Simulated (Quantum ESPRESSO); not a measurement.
Input of a Quantum ESPRESSO 7.5 run:

pw.in

```
&CONTROL
  calculation = 'scf'
  prefix = 'pwscf'
  outdir = './tmp'
  pseudo_dir = './pseudo'
  tprnfor = .true.
  tstress = .true.
  disk_io = 'low'
/
&SYSTEM
  ibrav = 0
  nat = 6
  ntyp = 3
  ecutwfc = 60
  ecutrho = 480
  nbnd = 19
  input_dft = 'pw91'
  occupations = 'smearing'
  smearing = 'gaussian'
  degauss = 0.00999582
/
&ELECTRONS
  conv_thr = 1.2d-09
  electron_maxstep = 120
  mixing_beta = 0.5
/
ATOMIC_SPECIES
Be     9.0122 be_pbe_v1.4.uspp.F.UPF
C     12.0110 C.pbe-n-kjpaw_psl.1.0.0.UPF
N     14.0070 N.pbe-n-radius_5.UPF
CELL_PARAMETERS angstrom
   4.2746090000    0.0000000000    0.0000000000
  -2.1373045000    3.7019199900    0.0000000000
   0.0000000000    0.0000000000    3.3275380600
ATOMIC_POSITIONS crystal
Be     0.6666666700    0.3333333300    0.0000000000
Be     0.5010500000    0.0021000000    0.5000000000
Be     0.9979000000    0.4989500000    0.5000000000
Be     0.5010500000    0.4989500000    0.5000000000
C      0.0000000000    0.0000000000    0.0000000000
N      0.3333333300    0.6666666700    0.0000000000
K_POINTS automatic
7 7 8 0 0 0
```

Contents of pp_density.in:

```
&INPUTPP
  prefix = 'pwscf'
  outdir = './tmp'
  filplot = 'density.dat'
  plot_num = 0
/
&PLOT
  nfile = 1
  filepp(1) = 'density.dat'
  iflag = 3
  output_format = 6
  fileout = 'density.cube'
/
```

pp_potential.in

```
&INPUTPP
  prefix = 'pwscf'
  outdir = './tmp'
  filplot = 'potential.dat'
  plot_num = 11
/
&PLOT
  nfile = 1
  filepp(1) = 'potential.dat'
  iflag = 3
  output_format = 6
  fileout = 'potential.cube'
/
```

File pp_potential_ks.in:

```
&INPUTPP
  prefix = 'pwscf'
  outdir = './tmp'
  filplot = 'potential_ks.dat'
  plot_num = 1
/
&PLOT
  nfile = 1
  filepp(1) = 'potential_ks.dat'
  iflag = 3
  output_format = 6
  fileout = 'potential_ks.cube'
/
```

Potentials or basis: SSSP 1.3 efficiency PBE.

Run with:

```sh
$ OMP_NUM_THREADS=1 pw.x -in pw.in > pw.out
$ OMP_NUM_THREADS=1 pp.x -in pp_density.in > pp_density.out
$ OMP_NUM_THREADS=1 pp.x -in pp_potential.in > pp_potential.out
$ OMP_NUM_THREADS=1 pp.x -in pp_potential_ks.in > pp_potential_ks.out
```

Problem. What does it give for the band gap on the k mesh?

Solution. None (metal or under the smearing width).

Problem. What does it give for the pressure?

Solution. -7.4 GPa.

Problem. What does it give for the largest force?

Solution. 0.330 eV/Å.

Forces in eV/Å, atoms in the order of the input:
```
Be   0.000  0.000  0.000
Be   0.000 -0.330  0.000
Be   0.286  0.165  0.000
Be  -0.286  0.165  0.000
C    0.000  0.000  0.000
N    0.000  0.000  0.000
```

Caveat: the potentials were made for another functional, which shifts forces and pressure.
